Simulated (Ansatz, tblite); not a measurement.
# C₉H₁₃F₉O₃Si: charged states by level of theory, part 2 of 3

What does removing or adding an electron cost or gain for C₉H₁₃F₉O₃Si? Each charged state is run at several levels.

Ansatz 0.2.0, Gaussian basis; as each input shows.

**10. Relaxing the charge +1 doublet**

The input, in.yaml:

```yaml
crystal:
  periodic: [false, false, false]
  atoms:
    - {symbol: C, position_ang: [-3.812655, 1.129943, -0.025538]}
    - {symbol: O, position_ang: [-2.854151, 0.100534, -0.194307]}
    - {symbol: Si, position_ang: [-1.807612, -0.459213, 0.975252]}
    - {symbol: C, position_ang: [-0.251056, 0.569322, 1.129260]}
    - {symbol: C, position_ang: [0.579797, 0.549935, -0.159370]}
    - {symbol: C, position_ang: [1.849443, 1.371772, -0.032446]}
    - {symbol: F, position_ang: [1.545739, 2.663021, 0.318665]}
    - {symbol: F, position_ang: [2.659523, 0.872174, 0.949909]}
    - {symbol: C, position_ang: [2.704151, 1.493183, -1.334457]}
    - {symbol: F, position_ang: [1.981811, 2.189815, -2.251624]}
    - {symbol: F, position_ang: [3.830273, 2.195410, -1.043681]}
    - {symbol: C, position_ang: [3.123405, 0.138631, -1.987627]}
    - {symbol: F, position_ang: [2.044714, -0.384620, -2.628000]}
    - {symbol: F, position_ang: [3.524423, -0.734264, -1.029974]}
    - {symbol: C, position_ang: [4.280065, 0.258798, -3.031453]}
    - {symbol: F, position_ang: [5.448017, 0.495287, -2.418541]}
    - {symbol: F, position_ang: [4.026788, 1.251820, -3.900685]}
    - {symbol: F, position_ang: [4.375443, -0.896445, -3.710418]}
    - {symbol: O, position_ang: [-1.282922, -1.964478, 0.488823]}
    - {symbol: C, position_ang: [-2.139835, -3.008103, 0.051240]}
    - {symbol: O, position_ang: [-2.698373, -0.488986, 2.391866]}
    - {symbol: C, position_ang: [-2.208767, -0.899867, 3.653950]}
    - {symbol: H, position_ang: [-4.534253, 1.084629, -0.867225]}
    - {symbol: H, position_ang: [-4.373787, 1.021079, 0.928258]}
    - {symbol: H, position_ang: [-3.339634, 2.139099, -0.036930]}
    - {symbol: H, position_ang: [0.358984, 0.185805, 1.974454]}
    - {symbol: H, position_ang: [-0.532453, 1.610491, 1.392579]}
    - {symbol: H, position_ang: [0.855711, -0.489934, -0.422144]}
    - {symbol: H, position_ang: [-0.001094, 0.953020, -1.013532]}
    - {symbol: H, position_ang: [-1.515603, -3.831371, -0.352107]}
    - {symbol: H, position_ang: [-2.753793, -3.414383, 0.886344]}
    - {symbol: H, position_ang: [-2.830710, -2.662088, -0.748336]}
    - {symbol: H, position_ang: [-3.050762, -0.910550, 4.376363]}
    - {symbol: H, position_ang: [-1.769855, -1.922955, 3.621849]}
    - {symbol: H, position_ang: [-1.431002, -0.206489, 4.049612]}
basis:
  gaussian: {orbitals: def2-SVP}
total_charge: 1
magnetization: {spin_polarized: true, initial_magnetization: 1}
hamiltonian: {xc: pbe, dispersion: d4}
scf: {lower_state_search: "off"}
output: {orbitals: {seedname: orbitals}}
relax: {f_tol: 0.03, max_steps: 70}
```

The run is started by

```console
> ansatz run in.yaml --threads 2 --pin off --events-out ev --progress --plain --max-ram 32768MiB --backend cuda --devices 0, --max-vram 18GiB
```

Output:

```text
Functional definition: PBE
  name "PBE"
  cite "Perdew, Burke & Ernzerhof, Phys. Rev. Lett. 77, 3865 (1996) doi:10.1103/PhysRevLett.77.3865"
  parent pbe
  parameter kappa = 0.804
  parameter beta = 0.06672455060314922
  exchange = pbe_x(kappa = kappa, mu = beta*pi^2/3)
  correlation = pbe_c(beta = beta)
these checks for a lower state are left out or cut short: stability, starts, cluster_reference, orbital_swaps, neighbouring_geometries, increment
4133 factors; their error is unknown
mean field evaluation 1: about -47900.0226 eV, gradient 8.5e1 eV
mean field evaluation 2: about -47244.6149 eV, gradient 2.8e2 eV
mean field evaluation 4: about -47926.1859 eV, gradient 3.1e1 eV
mean field evaluation 8: about -47929.8239 eV, gradient 1.6e1 eV
mean field evaluation 16: about -47931.3798 eV, gradient 6.3e0 eV
mean field -47931.36238309 eV, -1761.4450785344 hartree, gradient 2.0e-6 eV, S^2 0.750933; 0 other end points of the search recorded, 0 dependent functions left out
the calculation of the forces begins
reference -47931.36243910 eV, -1761.4450805926 hartree; 93, 92 occupied and 284, 285 virtual orbitals, 4133 factors
relax step   1: F+E_penalty+E_count = -47932.36581252 eV  Δ(F+E_penalty+E_count) = +0.000e0 eV  max|allowed force component| = 1.168e0 eV/Å  Δτ_max = 0.0000 Å  (58 SCF iters, accepted)
these checks for a lower state are left out or cut short: stability, starts, cluster_reference, orbital_swaps, neighbouring_geometries, increment
4133 factors; their error is unknown
mean field evaluation 32: about -47931.4422 eV, gradient 2.2e-3 eV
mean field -47931.44218477 eV, -1761.4480111920 hartree, gradient 2.5e-6 eV, S^2 0.750942; 0 other end points of the search recorded, 0 dependent functions left out
the calculation of the forces begins
reference -47931.44224067 eV, -1761.4480132461 hartree; 93, 92 occupied and 284, 285 virtual orbitals, 4133 factors
relax step   2: F+E_penalty+E_count = -47932.44810695 eV  Δ(F+E_penalty+E_count) = -8.229e-2 eV  max|allowed force component| = 5.930e-1 eV/Å  Δτ_max = 0.0622 Å  (33 SCF iters, accepted)
these checks for a lower state are left out or cut short: stability, starts, cluster_reference, orbital_swaps, neighbouring_geometries, increment
4133 factors; their error is unknown
mean field -47931.47334826 eV, -1761.4491564289 hartree, gradient 2.0e-6 eV, S^2 0.750936; 0 other end points of the search recorded, 0 dependent functions left out
the calculation of the forces begins
reference -47931.47340439 eV, -1761.4491584917 hartree; 93, 92 occupied and 284, 285 virtual orbitals, 4133 factors
relax step   3: F+E_penalty+E_count = -47932.47618433 eV  Δ(F+E_penalty+E_count) = -2.808e-2 eV  max|allowed force component| = 2.063e-1 eV/Å  Δτ_max = 0.0630 Å  (33 SCF iters, accepted)
[... from here on, the SCF cycles and remarks between the steps are left out ...]
relax step   4: F+E_penalty+E_count = -47932.48097207 eV  Δ(F+E_penalty+E_count) = -4.788e-3 eV  max|allowed force component| = 1.589e-1 eV/Å  Δτ_max = 0.0351 Å  (33 SCF iters, accepted)
relax step   5: F+E_penalty+E_count = -47932.48642558 eV  Δ(F+E_penalty+E_count) = -5.454e-3 eV  max|allowed force component| = 1.298e-1 eV/Å  Δτ_max = 0.0659 Å  (34 SCF iters, accepted)
relax step   6: F+E_penalty+E_count = -47932.48976119 eV  Δ(F+E_penalty+E_count) = -3.336e-3 eV  max|allowed force component| = 9.264e-2 eV/Å  Δτ_max = 0.0787 Å  (34 SCF iters, accepted)
relax step   7: F+E_penalty+E_count = -47932.49257726 eV  Δ(F+E_penalty+E_count) = -2.816e-3 eV  max|allowed force component| = 8.023e-2 eV/Å  Δτ_max = 0.0795 Å  (34 SCF iters, accepted)
relax step   8: F+E_penalty+E_count = -47932.49580574 eV  Δ(F+E_penalty+E_count) = -3.228e-3 eV  max|allowed force component| = 1.476e-1 eV/Å  Δτ_max = 0.0839 Å  (33 SCF iters, accepted)
relax step   9: F+E_penalty+E_count = -47932.49986636 eV  Δ(F+E_penalty+E_count) = -4.061e-3 eV  max|allowed force component| = 1.893e-1 eV/Å  Δτ_max = 0.0792 Å  (33 SCF iters, accepted)
relax step  10: F+E_penalty+E_count = -47932.50432307 eV  Δ(F+E_penalty+E_count) = -4.457e-3 eV  max|allowed force component| = 2.062e-1 eV/Å  Δτ_max = 0.0936 Å  (37 SCF iters, accepted)
relax step  11: F+E_penalty+E_count = -47932.50926896 eV  Δ(F+E_penalty+E_count) = -4.946e-3 eV  max|allowed force component| = 1.869e-1 eV/Å  Δτ_max = 0.0686 Å  (36 SCF iters, accepted)
relax step  12: F+E_penalty+E_count = -47932.51562539 eV  Δ(F+E_penalty+E_count) = -6.356e-3 eV  max|allowed force component| = 1.887e-1 eV/Å  Δτ_max = 0.1075 Å  (37 SCF iters, accepted)
relax step  13: F+E_penalty+E_count = -47932.52245155 eV  Δ(F+E_penalty+E_count) = -6.826e-3 eV  max|allowed force component| = 1.646e-1 eV/Å  Δτ_max = 0.0726 Å  (35 SCF iters, accepted)
relax step  14: F+E_penalty+E_count = -47932.53136420 eV  Δ(F+E_penalty+E_count) = -8.913e-3 eV  max|allowed force component| = 2.655e-1 eV/Å  Δτ_max = 0.1373 Å  (32 SCF iters, accepted)
relax step  15: F+E_penalty+E_count = -47932.53988999 eV  Δ(F+E_penalty+E_count) = -8.526e-3 eV  max|allowed force component| = 2.635e-1 eV/Å  Δτ_max = 0.1151 Å  (30 SCF iters, accepted)
relax step  16: F+E_penalty+E_count = -47932.54764884 eV  Δ(F+E_penalty+E_count) = -7.759e-3 eV  max|allowed force component| = 2.498e-1 eV/Å  Δτ_max = 0.1693 Å  (34 SCF iters, accepted)
relax step  17: F+E_penalty+E_count = -47932.55379628 eV  Δ(F+E_penalty+E_count) = -6.147e-3 eV  max|allowed force component| = 2.141e-1 eV/Å  Δτ_max = 0.0865 Å  (30 SCF iters, accepted)
relax step  18: F+E_penalty+E_count = -47932.56121542 eV  Δ(F+E_penalty+E_count) = -7.419e-3 eV  max|allowed force component| = 1.069e-1 eV/Å  Δτ_max = 0.0956 Å  (30 SCF iters, accepted)
relax step  19: F+E_penalty+E_count = -47932.56599638 eV  Δ(F+E_penalty+E_count) = -4.781e-3 eV  max|allowed force component| = 1.383e-1 eV/Å  Δτ_max = 0.1246 Å  (29 SCF iters, accepted)
relax step  20: F+E_penalty+E_count = -47932.56916049 eV  Δ(F+E_penalty+E_count) = -3.164e-3 eV  max|allowed force component| = 1.106e-1 eV/Å  Δτ_max = 0.0800 Å  (30 SCF iters, accepted)
relax step  21: F+E_penalty+E_count = -47932.57165487 eV  Δ(F+E_penalty+E_count) = -2.494e-3 eV  max|allowed force component| = 1.448e-1 eV/Å  Δτ_max = 0.0999 Å  (31 SCF iters, accepted)
relax step  22: F+E_penalty+E_count = -47932.57397089 eV  Δ(F+E_penalty+E_count) = -2.316e-3 eV  max|allowed force component| = 8.570e-2 eV/Å  Δτ_max = 0.0535 Å  (27 SCF iters, accepted)
relax step  23: F+E_penalty+E_count = -47932.57614195 eV  Δ(F+E_penalty+E_count) = -2.171e-3 eV  max|allowed force component| = 9.093e-2 eV/Å  Δτ_max = 0.0924 Å  (30 SCF iters, accepted)
relax step  24: F+E_penalty+E_count = -47932.57565524 eV  Δ(F+E_penalty+E_count) = +4.867e-4 eV  max|allowed force component| = 2.887e-1 eV/Å  Δτ_max = 0.1429 Å  (30 SCF iters, rejected (line search))
relax step  25: F+E_penalty+E_count = -47932.57793224 eV  Δ(F+E_penalty+E_count) = -1.790e-3 eV  max|allowed force component| = 7.293e-2 eV/Å  Δτ_max = 0.0696 Å  (30 SCF iters, accepted)
relax step  26: F+E_penalty+E_count = -47932.58016355 eV  Δ(F+E_penalty+E_count) = -2.231e-3 eV  max|allowed force component| = 7.324e-2 eV/Å  Δτ_max = 0.0976 Å  (30 SCF iters, accepted)
relax step  27: F+E_penalty+E_count = -47932.57813983 eV  Δ(F+E_penalty+E_count) = +2.024e-3 eV  max|allowed force component| = 3.236e-1 eV/Å  Δτ_max = 0.1232 Å  (30 SCF iters, rejected (line search))
relax step  28: F+E_penalty+E_count = -47932.58149763 eV  Δ(F+E_penalty+E_count) = -1.334e-3 eV  max|allowed force component| = 4.896e-2 eV/Å  Δτ_max = 0.0616 Å  (27 SCF iters, accepted)
relax step  29: F+E_penalty+E_count = -47932.58317322 eV  Δ(F+E_penalty+E_count) = -1.676e-3 eV  max|allowed force component| = 5.442e-2 eV/Å  Δτ_max = 0.0732 Å  (30 SCF iters, accepted)
relax step  30: F+E_penalty+E_count = -47932.58297105 eV  Δ(F+E_penalty+E_count) = +2.022e-4 eV  max|allowed force component| = 2.402e-1 eV/Å  Δτ_max = 0.1098 Å  (30 SCF iters, rejected (line search))
relax step  31: F+E_penalty+E_count = -47932.58371673 eV  Δ(F+E_penalty+E_count) = -5.435e-4 eV  max|allowed force component| = 8.045e-2 eV/Å  Δτ_max = 0.0549 Å  (26 SCF iters, accepted)
relax step  32: F+E_penalty+E_count = -47932.58535398 eV  Δ(F+E_penalty+E_count) = -1.637e-3 eV  max|allowed force component| = 4.885e-2 eV/Å  Δτ_max = 0.0549 Å  (27 SCF iters, accepted)
relax step  33: F+E_penalty+E_count = -47932.58614953 eV  Δ(F+E_penalty+E_count) = -7.955e-4 eV  max|allowed force component| = 1.429e-1 eV/Å  Δτ_max = 0.0823 Å  (30 SCF iters, accepted)
relax step  34: F+E_penalty+E_count = -47932.58715042 eV  Δ(F+E_penalty+E_count) = -1.001e-3 eV  max|allowed force component| = 1.087e-1 eV/Å  Δτ_max = 0.0391 Å  (26 SCF iters, accepted)
relax step  35: F+E_penalty+E_count = -47932.58859511 eV  Δ(F+E_penalty+E_count) = -1.445e-3 eV  max|allowed force component| = 6.934e-2 eV/Å  Δτ_max = 0.0707 Å  (30 SCF iters, accepted)
relax step  36: F+E_penalty+E_count = -47932.58890902 eV  Δ(F+E_penalty+E_count) = -3.139e-4 eV  max|allowed force component| = 2.176e-1 eV/Å  Δτ_max = 0.1488 Å  (29 SCF iters, accepted)
relax step  37: F+E_penalty+E_count = -47932.59055318 eV  Δ(F+E_penalty+E_count) = -1.644e-3 eV  max|allowed force component| = 8.458e-2 eV/Å  Δτ_max = 0.0105 Å  (20 SCF iters, accepted)
relax step  38: F+E_penalty+E_count = -47932.58991664 eV  Δ(F+E_penalty+E_count) = +6.365e-4 eV  max|allowed force component| = 1.243e-1 eV/Å  Δτ_max = 0.0436 Å  (31 SCF iters, rejected (line search))
relax step  39: F+E_penalty+E_count = -47932.59114496 eV  Δ(F+E_penalty+E_count) = -5.918e-4 eV  max|allowed force component| = 6.474e-3 eV/Å  Δτ_max = 0.0213 Å  (27 SCF iters, accepted)
relax step  40: F+E_penalty+E_count = -47932.59193457 eV  Δ(F+E_penalty+E_count) = -7.896e-4 eV  max|allowed force component| = 3.677e-2 eV/Å  Δτ_max = 0.0733 Å  (30 SCF iters, accepted)
relax step  41: F+E_penalty+E_count = -47932.59052329 eV  Δ(F+E_penalty+E_count) = +1.411e-3 eV  max|allowed force component| = 2.355e-1 eV/Å  Δτ_max = 0.1478 Å  (29 SCF iters, rejected (line search))
relax step  42: F+E_penalty+E_count = -47932.51771889 eV  Δ(F+E_penalty+E_count) = +7.422e-2 eV  max|allowed force component| = 8.206e-1 eV/Å  Δτ_max = 0.0372 Å  (31 SCF iters, rejected (line search))
relax step  43: F+E_penalty+E_count = -47932.59218392 eV  Δ(F+E_penalty+E_count) = -2.494e-4 eV  max|allowed force component| = 1.806e-2 eV/Å  Δτ_max = 0.0186 Å  (22 SCF iters, accepted)
relax step  44: F+E_penalty+E_count = -47932.59285111 eV  Δ(F+E_penalty+E_count) = -6.672e-4 eV  max|allowed force component| = 3.501e-2 eV/Å  Δτ_max = 0.0733 Å  (30 SCF iters, accepted)
relax step  45: F+E_penalty+E_count = -47932.59270584 eV  Δ(F+E_penalty+E_count) = +1.453e-4 eV  max|allowed force component| = 1.310e-1 eV/Å  Δτ_max = 0.0948 Å  (30 SCF iters, rejected (line search))
relax step  46: F+E_penalty+E_count = -47932.59326488 eV  Δ(F+E_penalty+E_count) = -4.138e-4 eV  max|allowed force component| = 1.114e-2 eV/Å  Δτ_max = 0.0462 Å  (26 SCF iters, accepted)
relax step  47: F+E_penalty+E_count = -47932.59356551 eV  Δ(F+E_penalty+E_count) = -3.006e-4 eV  max|allowed force component| = 3.416e-2 eV/Å  Δτ_max = 0.0549 Å  (27 SCF iters, accepted)
relax step  48: F+E_penalty+E_count = -47932.59370569 eV  Δ(F+E_penalty+E_count) = -1.402e-4 eV  max|allowed force component| = 4.882e-2 eV/Å  Δτ_max = 0.0531 Å  (26 SCF iters, accepted)
relax step  49: F+E_penalty+E_count = -47932.59381024 eV  Δ(F+E_penalty+E_count) = -1.045e-4 eV  max|allowed force component| = 3.107e-2 eV/Å  Δτ_max = 0.0097 Å  (19 SCF iters, accepted)
these checks for a lower state are left out or cut short: stability, starts, cluster_reference, orbital_swaps, neighbouring_geometries, increment
4133 factors; their error is unknown
mean field -47931.59399430 eV, -1761.4535900892 hartree, gradient 1.6e-6 eV, S^2 0.751196; 0 other end points of the search recorded, 0 dependent functions left out
the calculation of the forces begins
reference -47931.59405085 eV, -1761.4535921675 hartree; 93, 92 occupied and 284, 285 virtual orbitals, 4133 factors
relax step  50: F+E_penalty+E_count = -47932.59394154 eV  Δ(F+E_penalty+E_count) = -1.313e-4 eV  max|allowed force component| = 5.915e-3 eV/Å  Δτ_max = 0.0287 Å  (27 SCF iters, accepted)
Total energy: -47932.59399809 eV, -1761.4903395506 hartree
Atom 0 at    -3.867079     0.920423     0.001726 Å, force    -0.000886     0.001073    -0.000257 eV/Å
Atom 1 at    -2.565769     0.349369     0.036458 Å, force     0.002662    -0.001281     0.000704 eV/Å
Atom 2 at    -1.662429    -0.309106     1.263445 Å, force    -0.003744    -0.001838     0.001258 eV/Å
Atom 3 at     0.006991     0.614073     1.293304 Å, force     0.001566     0.000311     0.000298 eV/Å
Atom 4 at     0.688499     0.560676    -0.061284 Å, force    -0.002325     0.000089     0.002592 eV/Å
Atom 5 at     1.988510     1.396027    -0.038201 Å, force     0.001926    -0.000472    -0.001757 eV/Å
Atom 6 at     1.713135     2.677545     0.310759 Å, force     0.000935    -0.002814    -0.000583 eV/Å
Atom 7 at     2.872371     0.898203     0.853792 Å, force    -0.002152     0.001069    -0.001262 eV/Å
Atom 8 at     2.697014     1.486793    -1.460313 Å, force     0.000535     0.000376    -0.000345 eV/Å
Atom 9 at     1.849318     2.129473    -2.291761 Å, force     0.000101     0.000175     0.000288 eV/Å
Atom 10 at     3.812738     2.219669    -1.295755 Å, force     0.002092     0.001258    -0.000584 eV/Å
Atom 11 at     3.068852     0.102087    -2.093925 Å, force     0.000019     0.001666     0.001040 eV/Å
Atom 12 at     1.924127    -0.464232    -2.558972 Å, force    -0.000565    -0.001085    -0.001041 eV/Å
Atom 13 at     3.597409    -0.704379    -1.148213 Å, force     0.000432    -0.000966     0.000200 eV/Å
Atom 14 at     4.085379     0.205687    -3.286102 Å, force    -0.000863     0.000749     0.001020 eV/Å
Atom 15 at     5.297934     0.517077    -2.823238 Å, force    -0.000473    -0.000017    -0.000264 eV/Å
Atom 16 at     3.672962     1.144909    -4.148460 Å, force    -0.000217     0.000335    -0.000062 eV/Å
Atom 17 at     4.132103    -0.978618    -3.904547 Å, force    -0.000184    -0.000587    -0.000097 eV/Å
Atom 18 at    -1.352702    -1.917859     1.007086 Å, force    -0.005915    -0.000335    -0.004688 eV/Å
Atom 19 at    -1.743622    -2.808476    -0.030318 Å, force     0.003672     0.004080     0.003885 eV/Å
Atom 20 at    -2.380173    -0.049093     2.739523 Å, force     0.002285    -0.000717    -0.002825 eV/Å
Atom 21 at    -2.710050    -0.926045     3.804811 Å, force    -0.000077    -0.000444     0.000953 eV/Å
Atom 22 at    -4.301666     0.706222    -0.997240 Å, force     0.000307     0.000046     0.000297 eV/Å
Atom 23 at    -4.523829     0.523288     0.801504 Å, force     0.000084    -0.000047    -0.000394 eV/Å
Atom 24 at    -3.795306     2.025823     0.100678 Å, force    -0.000107    -0.000267     0.000180 eV/Å
Atom 25 at     0.595185     0.116727     2.092207 Å, force    -0.000261    -0.000098    -0.000163 eV/Å
Atom 26 at    -0.235614     1.647261     1.615456 Å, force    -0.000101     0.000074    -0.000449 eV/Å
Atom 27 at     0.958329    -0.474770    -0.341920 Å, force     0.000299     0.000892     0.000672 eV/Å
Atom 28 at     0.055026     0.985832    -0.864794 Å, force     0.000230    -0.000031     0.000677 eV/Å
Atom 29 at    -1.838675    -3.821705     0.412796 Å, force     0.000507    -0.000223    -0.000657 eV/Å
Atom 30 at    -2.697782    -2.506728    -0.507421 Å, force     0.001488    -0.000721     0.000699 eV/Å
Atom 31 at    -0.946803    -2.859335    -0.804856 Å, force    -0.000935    -0.000291     0.001214 eV/Å
Atom 32 at    -3.633075    -0.538934     4.286538 Å, force    -0.000117     0.000092    -0.000304 eV/Å
Atom 33 at    -2.854291    -1.970279     3.461987 Å, force     0.000028    -0.000004    -0.000052 eV/Å
Atom 34 at    -1.907045    -0.897585     4.575279 Å, force    -0.000247    -0.000047    -0.000193 eV/Å
Dipole moment:    -2.516409    -0.752001     1.350461 e Å
Checks for a lower state left out: stability, starts, cluster_reference, orbital_swaps, neighbouring_geometries, increment
```

Wall time 3.7 min (1 × H100 (card shared with other runs) with 2 threads of AMD EPYC 7R13, shared host).

Along the way: (not every step is listed) (the energy doesn't fall at every step)

```
step  energy from step 1 (eV)  largest force component (eV/Å)
   1                   0.0000                          1.1681
   2                  -0.0823                          0.5930
   3                  -0.1104                          0.2063
   4                  -0.1152                          0.1589
   5                  -0.1206                          0.1298
   6                  -0.1239                          0.0926
   7                  -0.1268                          0.0802
   8                  -0.1300                          0.1476
   9                  -0.1341                          0.1893
  12                  -0.1498                          0.1887
  15                  -0.1741                          0.2635
  18                  -0.1954                          0.1069
  21                  -0.2058                          0.1448
  24                  -0.2098                          0.2887
  27                  -0.2123                          0.3236
  30                  -0.2172                          0.2402
  33                  -0.2203                          0.1429
  36                  -0.2231                          0.2176
  39                  -0.2253                          0.0065
  42                  -0.1519                          0.8206
  45                  -0.2269                          0.1310
  46                  -0.2275                          0.0111
  47                  -0.2278                          0.0342
  48                  -0.2279                          0.0488
  49                  -0.2280                          0.0311
  50                  -0.2281                          0.0059
```

The force was under the threshold of 0.03 eV/Å already at step 39, but the program went on to step 50.

Close pairs (by a distance rule), those that changed most:

```
   bond  before (Å)  after (Å)  change (Å)
 Si3–C4       1.872      1.908      +0.036
  C6–C9       1.562      1.591      +0.029
  C5–C6       1.518      1.545      +0.028
  C6–F8       1.368      1.351      -0.017
  C4–C5       1.533      1.517      -0.016
  C6–F7       1.372      1.356      -0.016
 C9–F11       1.359      1.345      -0.014
Si3–O21       1.674      1.662      -0.012
```

(Continued in part 3 of 3.)
